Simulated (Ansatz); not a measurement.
**C4H11P (tert-butylphosphine) at BLYP/6-31G(d) (spherical functions)**

Aim: the electronic atomisation energy of C4H11P (tert-butylphosphine) at BLYP/6-31G* (spherical functions), from 4 runs. 

The calculation is run with Ansatz 0.2.0.

54 further runs of the same task are left out: 54 set aside as unsound or not needed.

## 1. The molecule

The species is C4H11P (16 atoms), meant as a singlet with charge 0. As SMILES, `CC(C)(C)P`. The shape is that of a PBE0-D4/def2-TZVP optimisation. This is one conformer, not always the lowest.

Bond lengths: C1–C2 1.523 Å, C2–C3 1.527 Å, C2–C4 1.527 Å, C2–P5 1.872 Å, C1–H6 1.092 Å, C1–H7 1.096 Å, C1–H8 1.092 Å, C3–H9 1.093 Å, C3–H10 1.093 Å, C3–H11 1.095 Å, C4–H12 1.093 Å, C4–H13 1.093 Å, C4–H14 1.095 Å, P5–H15 1.422 Å, P5–H16 1.422 Å. Some angles: C1–C2–C3 110.1°, C1–C2–C4 110.0°, C1–C2–P5 112.6°, C3–C2–C4 109.8°, C3–C2–P5 107.1°, C4–C2–P5 107.1°, C2–C1–H6 111.4°, C2–C1–H7 110.3°, C2–C1–H8 111.4°, C2–C3–H9 111.6°.

## 2. A single-point energy at BLYP/6-31G(d) (spherical functions)

molecule.yaml reads:

```yaml
crystal:
  periodic: [false, false, false]
  atoms:
    - {symbol: C, position_ang: [-0.741780, 0.582300, -1.051100]}
    - {symbol: C, position_ang: [0.035910, -0.030370, 0.105610]}
    - {symbol: C, position_ang: [1.479480, 0.466250, 0.087120]}
    - {symbol: C, position_ang: [0.012170, -1.553500, 0.003740]}
    - {symbol: P, position_ang: [-0.680560, 0.421300, 1.774860]}
    - {symbol: H, position_ang: [-0.742250, 1.673450, -0.997130]}
    - {symbol: H, position_ang: [-0.290390, 0.293200, -2.007510]}
    - {symbol: H, position_ang: [-1.780850, 0.244920, -1.055490]}
    - {symbol: H, position_ang: [2.060940, 0.041070, 0.909040]}
    - {symbol: H, position_ang: [1.529020, 1.555730, 0.165270]}
    - {symbol: H, position_ang: [1.962690, 0.177600, -0.852030]}
    - {symbol: H, position_ang: [-1.010560, -1.939840, 0.019660]}
    - {symbol: H, position_ang: [0.562950, -2.019500, 0.824670]}
    - {symbol: H, position_ang: [0.474130, -1.873090, -0.936090]}
    - {symbol: H, position_ang: [-0.829160, 1.815640, 1.538880]}
    - {symbol: H, position_ang: [-2.041750, 0.144830, 1.470480]}
basis:
  gaussian:
    orbitals: 6-31G_st_-spherical.json
total_charge: 0
hamiltonian:
  xc: {name: BLYP}
accuracy: high
output: {orbitals: {seedname: orbitals}}
```

The basis set 6-31G* is read from a file made from the Basis Set Exchange's data (not shown).

On the command line:

```console
$ ansatz run molecule.yaml --threads 1 --pin off --max-ram 3480MiB --events-out events.jsonl --progress --plain --runs-dir runs
```

Log:

```text
Warning: RAYON_NUM_THREADS=1 ignored (pool sized by the plan → 1); use --threads N
Functional definition: BLYP
  name "BLYP"
  parameter beta = 0.0042
  parameter a = 0.04918
  parameter b = 0.132
  parameter c = 0.2533
  parameter d = 0.349
  exchange = b88_x(beta = beta)
  correlation = lyp_c(a = a, b = b, c = c, d = d)
2474 factors; integrals over basis functions are off by at most 4.0e-9 eV
mean field evaluation 1: about -13599.1338 eV, gradient 7.2e1 eV
mean field evaluation 2: about -13575.3567 eV, gradient 1.2e2 eV
mean field evaluation 4: about -13612.1142 eV, gradient 7.5e0 eV
mean field evaluation 8: about -13612.2300 eV, gradient 7.6e-2 eV
mean field evaluation 16: about -13612.2300 eV, gradient 7.2e-6 eV
mean field -13612.22998719 eV, -500.2402253284 hartree, gradient 3.1e-8 eV, S^2 0.000000; 0 other end points of the search recorded, 0 dependent functions left out
reference -13612.23004301 eV, -500.2402273797 hartree; 25, 25 occupied and 71, 71 virtual orbitals, 2474 factors
Total energy: -13612.23004301 eV, -500.2402273797 hartree
```

Wall time 13 s (1 thread of Arm Neoverse V1, shared host); peak memory 0.31 GiB.

## 3. The C atom at the same level

run.yaml reads:

```yaml
crystal:
  periodic: [false, false, false]
  atoms:
    - {symbol: C, position_ang: [0.000000, 0.000000, 0.000000]}
basis:
  gaussian:
    orbitals: 6-31G_st_-spherical.json
magnetization:
  spin_polarized: true
  initial_magnetization: 2
hamiltonian:
  xc: {name: BLYP}
accuracy: high
```

The basis set 6-31G* is read from a file made from the Basis Set Exchange's data (not shown).

Run the same way, it converges to -37.82999 Eh (log not shown).

## 4. The H atom at the same level

molecule.yaml reads:

```yaml
crystal:
  periodic: [false, false, false]
  atoms:
    - symbol: H
      position_ang: [0.000000, 0.000000, 0.000000]
basis:
  gaussian: {orbitals: "6-31G*"}
magnetization: {spin_polarized: true, initial_magnetization: 1}
hamiltonian: {xc: {name: BLYP}}
accuracy: high
```

Run the same way, it converges to -0.49545 Eh (log not shown).

## 5. The P atom at the same level

job.yaml reads:

```yaml
crystal:
  periodic: [false, false, false]
  atoms:
    - {symbol: P, position_ang: [0.000000, 0.000000, 0.000000]}
basis:
  gaussian:
    orbitals: 6-31G_st_-spherical.json
magnetization:
  spin_polarized: true
  initial_magnetization: 3
hamiltonian:
  xc: {name: BLYP}
accuracy: high
```

The basis set 6-31G* is read from a file made from the Basis Set Exchange's data (not shown).

Run the same way, it converges to -341.23656 Eh (log not shown).

## 6. Summary of results

At BLYP/6-31G* (spherical functions):

```
                     quantity          value
       molecule: total energy  -500.24023 Eh
        molecule: HOMO energy       -5.53 eV
        molecule: LUMO energy        0.34 eV
      molecule: HOMO–LUMO gap        5.87 eV
         C atom: total energy   -37.82999 Eh
                 C atom: ⟨S²⟩          2.002
         H atom: total energy    -0.49545 Eh
                 H atom: ⟨S²⟩          0.750
         P atom: total energy  -341.23656 Eh
                 P atom: ⟨S²⟩          3.750
electronic atomisation energy      60.785 eV
```

In words: Taking the molecule apart into free atoms costs 60.78 eV (1402 kcal/mol), before zero-point energy and without spin-orbit coupling.
